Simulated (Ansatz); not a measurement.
Write a Python script for the Ansatz DFT code, driven from Python that makes a formation energy from the elements of Fe3Rh and its elements. Settings (first run): r2SCAN, PAW, cutoff 450 eV, Gaussian smearing of 0.1 eV, collinear spin.

`formation.py`:
```python
"""Formation energy of Fe3Rh from the elements, after relaxing cells and atoms."""

from collections import Counter
import warnings

import ansatz as az
import numpy as np

PHASES = {
    "Fe3Rh": (
        [(0.0, 2.93040355, 2.93040355), (2.93040355, 0.0, 2.93040355), (2.93040355, 2.93040355, 0.0)],
        [
            ("Fe", (0.75, 0.75, 0.75)),
            ("Fe", (0.25, 0.25, 0.25)),
            ("Fe", (0.0, 0.0, 0.0)),
            ("Rh", (0.5, 0.5, 0.5)),
        ],
    ),
    "Fe": (
        [(-1.443, 1.443, 1.443), (1.443, -1.443, 1.443), (1.443, 1.443, -1.443)],
        [
            ("Fe", (0.0, 0.0, 0.0)),
        ],
    ),
    "Rh": (
        [(0.0, 1.89785, 1.89785), (1.89785, 0.0, 1.89785), (1.89785, 1.89785, 0.0)],
        [
            ("Rh", (0.0, 0.0, 0.0)),
        ],
    ),
}
MOMENTS = {"Fe": 3.5}  # parallel starting moments in muB


def build(vectors, sites):
    crystal = az.Crystal(lattice=az.Lattice.of(vectors))
    for symbol, position in sites:
        crystal = crystal.atom(symbol, position)
    return crystal

POLARISED = {"Fe3Rh", "Fe"}


def compute(name, crystal):
    calc = (
        crystal.calculation()
        .functional("r2scan")
        .basis(450)  # a bare number is in eV
        .mixing("broyden", ndim=12, beta=0.2)
        .kpoints(spacing=0.3)
        .occupations("gaussian", width=0.1)  # smearing steadies the SCF of a metal
        .stress()  # positive in compression
    )
    if name in POLARISED:
        calc = calc.spin("collinear")
    calc = calc.relax(force_tolerance=0.02, cell=True)
    return calc.run(threads=1)


def counts(outcome):
    return Counter(site.symbol for site in outcome.lattice.sites)

def formation_energy(outcome, mu):
    n = counts(outcome)
    return (outcome.report["energy_sigma0_ev"] - sum(k * mu[element] for element, k in n.items())) / sum(n.values())


def volume_per_atom(outcome):
    return abs(np.linalg.det(outcome.lattice.cell_ang)) / len(outcome.lattice.sites)


def main() -> None:
    warnings.simplefilter("ignore")

    phases = {name: build(*cell) for name, cell in PHASES.items()}
    for name in ["Fe3Rh", "Fe"]:
        phases[name] = phases[name].moments({e: m for e, m in MOMENTS.items() if e in phases[name].species()})

    done = {}
    for name, crystal in phases.items():
        done[name] = compute(name, crystal)
        print(f"{name}: {done[name].report['energy_sigma0_ev']:.4f} eV, {len(done[name].lattice.sites)} atoms")

    # chemical potentials of the elements at zero temperature
    references = {"Fe": "Fe", "Rh": "Rh"}
    mu = {element: done[name].report["energy_sigma0_ev"] / len(done[name].lattice.sites) for element, name in references.items()}

    target = done["Fe3Rh"]
    heat = formation_energy(target, mu)
    rows = [(name, len(o.lattice.sites), volume_per_atom(o), formation_energy(o, mu)) for name, o in done.items()]
    print("| phase | atoms | V (A^3/atom) | E_form (eV/atom) |")
    print("| --- | --- | --- | --- |")
    for row in rows:
        print(f"| {row[0]} | {row[1]:d} | {row[2]:.3f} | {row[3]:.4f} |")


if __name__ == "__main__":
    main()
```

```console
$ python formation.py
Fe3Rh: -19873.5055 eV, 4 atoms
Fe: -4485.8937 eV, 1 atoms
Rh: -6415.2817 eV, 1 atoms
| phase | atoms | V (A^3/atom) | E_form (eV/atom) |
| --- | --- | --- | --- |
| Fe3Rh | 4 | 12.564 | -0.1357 |
| Fe | 1 | 11.709 | 0.0000 |
| Rh | 1 | 13.713 | 0.0000 |
```

What to keep in mind:
- The settings weren't tested for convergence.
- The cutoff lies under the one recommended for these potentials.
- The magnetic order follows from the starting moments and needn't be the lowest.
- r2SCAN tends to overestimate the moments of itinerant magnets.
- The cells come from databases of deposited and of computed structures, and not all need be stable phases.
- The compound is the structure given, not necessarily its lowest; energies are at zero temperature, with no correction for gases. Magnetic phases start from parallel moments and may not end in their lowest magnetic state. A semilocal functional's error on such energies is often 0.05 to 0.1 eV an atom, and 0.1 to 0.3 eV against gases such as O2 or F2.
- The script silences warnings, which a real study should read.
- The whole script took 70 s on 1 thread of Arm Neoverse V1, with other jobs on the host, peak memory 0.59 GiB.
